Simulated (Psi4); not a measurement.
# PBE/6-31G(d) (spherical functions) run of CH7BSi2 (SMILES CB1[SiH2][SiH2]1)

What is the energy change on altering one bond length of CH7BSi2 at PBE/6-31G* (spherical functions)? 

The calculation is run with Psi4 1.11.

1 further run of the same task is left out (set aside as unsound or not needed). Runs told in other sessions of the task aren't counted.

## Step 1: The structure to begin with

CH7BSi2 has 11 atoms, charge 0, and is taken as a singlet. SMILES: `CB1[SiH2][SiH2]1`. The shape is that of a PBE0-D4/def2-TZVP optimisation.

Bond lengths: C1–B2 1.566 Å, B2–Si3 1.907 Å, B2–Si4 1.907 Å, C1–H5 1.092 Å, C1–H6 1.099 Å, C1–H7 1.092 Å, Si3–H8 1.482 Å, Si3–H9 1.489 Å, Si4–H10 1.489 Å, Si4–H11 1.482 Å. Some angles: C1–B2–Si3 130.2°, C1–B2–Si4 130.2°, Si3–B2–Si4 83.2°, B2–C1–H5 114.1°, B2–C1–H6 106.3°, B2–C1–H7 114.1°, B2–Si3–H8 124.3°, B2–Si3–H9 125.0°, B2–Si4–H10 124.9°, B2–Si4–H11 124.3°. A long bond or contact: Si3–Si4 2.531 Å.

## Step 2: Energy and gradient at PBE/6-31G(d) (spherical functions)

The input, run.py:

```python
import psi4

psi4.set_memory('2200 MB')
psi4.set_num_threads(1)
psi4.set_output_file('run.log', False)

m = psi4.geometry("""
0 1
C     -0.263900     1.793500     0.099500
B     -0.450600     0.243000    -0.016600
Si     0.018800    -1.148600     1.199400
Si     0.210300    -0.982900    -1.318800
H      0.165600     2.121800     1.048800
H     -1.271300     2.229100     0.051100
H      0.301000     2.238000    -0.723000
H     -0.479200    -2.541300     1.107000
H      0.876900    -0.975400     2.403900
H      1.239000    -0.662800    -2.346600
H     -0.281200    -2.371200    -1.484200
symmetry c1
no_reorient
no_com
""")

psi4.set_options({
    'basis': '6-31G*',
    'reference': 'rks',
    'puream': True,
    'e_convergence': 1e-09,
    'd_convergence': 1e-08,
    'scf_type': 'pk',
    'dft_radial_points': 99,
    'dft_spherical_points': 590,
})

energy_value, wavefunction = psi4.gradient('pbe', molecule=m, return_wfn=True)
psi4.oeprop(wavefunction, 'QUADRUPOLE', 'WIBERG_LOWDIN_INDICES', 'DIPOLE')
print('gradient / Eh bohr^-1')
print(energy_value.np.round(6))
print(f'energy = {wavefunction.energy():.10f} Eh')
```

On the command line:

```
python run.py
```

run.log, shortened:

```text
[...]
  Running in c1 symmetry.
[...]
  Nuclear repulsion =  181.476428428229070
[...]
  Multiplicity = 1
[...]
  Nalpha       = 23
  Nbeta        = 23
[...]
    Number of basis functions: 78
[...]
   @RKS iter   1:  -645.18333584864047    1.26838e-02   1.06011e-02 ADIIS/DIIS
[...]
   @RKS iter  14:  -645.63137810836849   -2.61480e-12   1.03473e-09 DIIS
[...]
    Orbital Energies [Eh]
    ---------------------
    Doubly Occupied:
       1A    -65.397679     2A    -65.397660     3A     -9.870942
       4A     -6.503344     5A     -5.049041     6A     -5.049016
       7A     -3.462211     8A     -3.462105     9A     -3.458809
      10A     -3.458773    11A     -3.457073    12A     -3.457013
      13A     -0.631460    14A     -0.531865    15A     -0.446809
      16A     -0.385963    17A     -0.357229    18A     -0.356529
      19A     -0.337582    20A     -0.300039    21A     -0.296270
      22A     -0.220912    23A     -0.204585
[...]
  @RKS Final Energy:  -645.63137810836849
   => Energetics <=
    Nuclear Repulsion Energy =            181.4764284282290703
    One-Electron Energy =               -1252.0429022808750688
    Two-Electron Energy =                 478.4184600923621247
    DFT Exchange-Correlation Energy =     -53.4833643480846774
    Empirical Dispersion Energy =           0.0000000000000000
    VV10 Nonlocal Energy =                  0.0000000000000000
    Total Energy =                       -645.6313781083684944
[...]
  -Total Gradient:
     Atom            X                  Y                   Z
    ------   -----------------  -----------------  -----------------
       1       -0.000385052174     0.002457279291     0.000085177124
       2        0.002887395046    -0.001862295859     0.000064314598
       3        0.001611019891    -0.000800335608    -0.001818808861
       4        0.001288562389    -0.001006078971     0.001914248596
       5       -0.002748571046    -0.002467585513    -0.006212345281
       6        0.006329831373    -0.002882286084     0.000297085897
       7       -0.003663870079    -0.003265947945     0.005400321240
       8        0.001259938814     0.005358706777    -0.000347821981
       9       -0.003556335712    -0.000123607928    -0.004282241194
      10       -0.004156846264    -0.000643199117     0.003665449442
      11        0.001142185850     0.005232882255     0.001235076077
[...]
 Multipole Moments:
 ------------------------------------------------------------------------------------
     Multipole            Electronic (a.u.)      Nuclear  (a.u.)        Total (a.u.)
 ------------------------------------------------------------------------------------
 L = 1.  Multiply by 2.5417464519 to convert [e a0] to [Debye]
 Dipole X            :          0.1632361           -0.1477766            0.0154595
 Dipole Y            :         33.8450180          -33.6877697            0.1572483
 Dipole Z            :          2.0909646           -2.0798326            0.0111320
 Magnitude           :                                                    0.1583981
 L = 2.  Multiply by 1.3450342976 to convert [e a0^2] to [Debye ang]
 Quadrupole XX       :        -54.4979583           22.8697535          -31.6282048
 Quadrupole XY       :         29.1336441          -29.2266102           -0.0929661
[...]
```

Standard output:

```text
gradient / Eh bohr^-1
[[-3.850e-04  2.457e-03  8.500e-05]
 [ 2.887e-03 -1.862e-03  6.400e-05]
 [ 1.611e-03 -8.000e-04 -1.819e-03]
 [ 1.289e-03 -1.006e-03  1.914e-03]
 [-2.749e-03 -2.468e-03 -6.212e-03]
 [ 6.330e-03 -2.882e-03  2.970e-04]
 [-3.664e-03 -3.266e-03  5.400e-03]
 [ 1.260e-03  5.359e-03 -3.480e-04]
 [-3.556e-03 -1.240e-04 -4.282e-03]
 [-4.157e-03 -6.430e-04  3.665e-03]
 [ 1.142e-03  5.233e-03  1.235e-03]]
energy = -645.6313781084 Eh
```

Wall time 19 s (1 thread of Intel Xeon 6975P-C (Granite Rapids), shared host); peak memory 1.4 GiB.

## Step 3: The distorted shape at the same level

The input, calc.in:

```
memory 2.2 GB

molecule {
  C     -1.79593524     3.12738713    -1.63288211
  B     -2.14874711     0.19736678    -1.85227931
  Si    -1.26170966    -2.43237610     0.44562766
  Si    -0.89982711    -2.11924848    -4.31308067
  H     -0.98429787     3.74778422     0.16103490
  H     -3.69964534     3.95055183    -1.72434485
  H     -0.72842895     3.96737039    -3.18718185
  H     -2.20279327    -5.06419767     0.27101696
  H      1.65710084    -1.84323886     4.54271263
  H      1.04413416    -1.51434715    -6.25534118
  H     -1.82862750    -4.74275526    -4.62564137
  units bohr
  symmetry c1
}

set globals {
  basis 6-31G*
  puream true
  e_convergence 1e-09
  d_convergence 1e-08
  scf_type pk
  dft_radial_points 99
  dft_spherical_points 590
}

energy_value, wavefunction = gradient('pbe', return_wfn=True)
oeprop(wavefunction, 'MULLIKEN_CHARGES', 'MAYER_INDICES', 'QUADRUPOLE')
print_variables()
```

On the command line:

```
psi4 -n 1 calc.in calc.out
```

calc.out, shortened:

```text
[...]
  Running in c1 symmetry.
[...]
  Nuclear repulsion =  178.284466062999314
[...]
  Multiplicity = 1
[...]
  Nalpha       = 23
  Nbeta        = 23
[...]
    Number of basis functions: 78
[...]
   @RKS iter   1:  -644.90262042002928    1.52660e-01   1.15939e-02 DIIS/ADIIS
[...]
   @RKS iter  16:  -645.52912604202947   -2.38742e-12   5.48083e-09 DIIS
[...]
    Orbital Energies [Eh]
    ---------------------
    Doubly Occupied:
       1A    -65.435498     2A    -65.413804     3A     -9.878799
       4A     -6.521123     5A     -5.079371     6A     -5.065173
       7A     -3.492527     8A     -3.490748     9A     -3.487154
      10A     -3.478204    11A     -3.474778    12A     -3.473484
      13A     -0.640026    14A     -0.542921    15A     -0.445762
      16A     -0.394137    17A     -0.365221    18A     -0.363925
      19A     -0.331253    20A     -0.307947    21A     -0.260870
      22A     -0.218774    23A     -0.211341
[...]
  @RKS Final Energy:  -645.52912604202947
   => Energetics <=
    Nuclear Repulsion Energy =            178.2844660629993143
    One-Electron Energy =               -1244.9912697257257150
    Two-Electron Energy =                 474.5203853643773755
    DFT Exchange-Correlation Energy =     -53.3427077436805277
    Empirical Dispersion Energy =           0.0000000000000000
    VV10 Nonlocal Energy =                  0.0000000000000000
    Total Energy =                       -645.5291260420294748
[...]
  -Total Gradient:
     Atom            X                  Y                   Z
    ------   -----------------  -----------------  -----------------
       1        0.000753656497     0.003048161894     0.001670609449
       2        0.001640881935    -0.008379446824    -0.007426748595
       3       -0.023605999859    -0.008994673850    -0.031510056682
       4       -0.002105687751     0.004945270710     0.000832266626
       5       -0.003022766488    -0.001009364195    -0.005891561026
       6        0.006410130509    -0.002896744592     0.000533037698
       7       -0.003776635436    -0.003317199565     0.005452507934
       8        0.001099334675     0.008250819729    -0.002006188335
       9        0.023727366246     0.005320410260     0.032566403966
      10       -0.002124832514    -0.002065689527     0.004135092974
      11        0.001006982123     0.005097589905     0.001643977474
[...]
```

Run time: 21 s. Hardware: 1 thread of Intel Xeon 6975P-C (Granite Rapids), shared host; peak memory 1.4 GiB.

## Step 4: What came out

At PBE/6-31G* (spherical functions):

| quantity | value |
| --- | --- |
| first shape: total energy | -645.63138 Eh |
| first shape: dipole moment | 0.40 D |
| first shape: HOMO energy | -5.57 eV |
| first shape: LUMO energy | -2.19 eV |
| first shape: HOMO–LUMO gap | 3.38 eV |
| first shape: largest force on an atom | 0.375 eV/Å |
| distorted shape: total energy | -645.52913 Eh |
| distorted shape: dipole moment | 2.09 D |
| distorted shape: HOMO energy | -5.75 eV |
| distorted shape: LUMO energy | -3.59 eV |
| distorted shape: HOMO–LUMO gap | 2.16 eV |
| distorted shape: largest force on an atom | 2.090 eV/Å |
| energy change with the Si3–H9 bond stretched from 1.489 to 2.680 Å | 2.782 eV |

In words: One bond (distorted shape) is far stretched, which a spin-restricted single reference describes badly; a broken-symmetry solution may lie lower. With the Si3–H9 bond stretched from 1.489 to 2.680 Å the energy rises by 2.78 eV (64 kcal/mol). The first shape isn't relaxed at this level, so the change isn't measured from a minimum. A restricted reference can't describe the breaking bond well at this length. The largest force (first shape) is 0.38 eV/Å: the shape isn't a stationary point for this species at this level. With no_com the log's rotational constants are taken about the origin, not the centre of mass, so they aren't the molecule's.
